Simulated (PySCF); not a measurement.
# C3H6BFO2: the cost of one run

Programs: PySCF 2.14.0, with density-fitted response routines of our own. Each step states its level of theory. These are calculated values for one molecule in the gas phase, unless marked as measured. Atoms count from 0, in the outputs and in this text.

### 1 The molecule as given

13 atoms, charge 0, multiplicity 1; geometry from: PBE0-D3(BJ)/def2-SVP.

Bonds of the start (Å): C0–C1 1.33, C1–O2 1.36, O2–B3 1.36, B3–F4 1.33, B3–O5 1.34, O5–C6 1.41, C0–H7 1.09, C0–H8 1.09, C1–H9 1.10, C6–H10 1.10, C6–H11 1.10, C6–H12 1.10.

### 2 TDDFT and polarisability: LDA/def2-SVPD

What the job is given:

```
{"job": {"kind": "uv", "xc": "LDA", "basis": "def2-SVPD", "ip": true}, "charge": 0, "multiplicity": 1}
C      2.536633    -0.510545    -0.784298
C      1.702897     0.219248    -0.048569
O      0.369176    -0.038371    -0.006735
B     -0.518888     0.707567     0.712902
F     -0.099033     1.757158     1.415572
O     -1.825759     0.408529     0.731152
C     -2.369336    -0.682687     0.029621
H      2.175849    -1.345414    -1.388572
H      3.601032    -0.275857    -0.787306
H      2.034603     1.061516     0.567959
H     -3.212234    -0.330011    -0.583239
H     -2.751250    -1.426739     0.745780
H     -1.625010    -1.163693    -0.621893
```

Method: TDDFT LDA/def2-SVPD, vertical, gas phase, core orbitals frozen in the response.

Run with:

```bash
OMP_NUM_THREADS=1 python probes_run.py task.json out
```

One launch serves the whole session: the jobs run in the order shown.

Q: Estimate the wall time and peak memory of this first job on 1 thread of Arm Neoverse V1, shared host.

About 45 s, with a peak of 0.61 GiB.
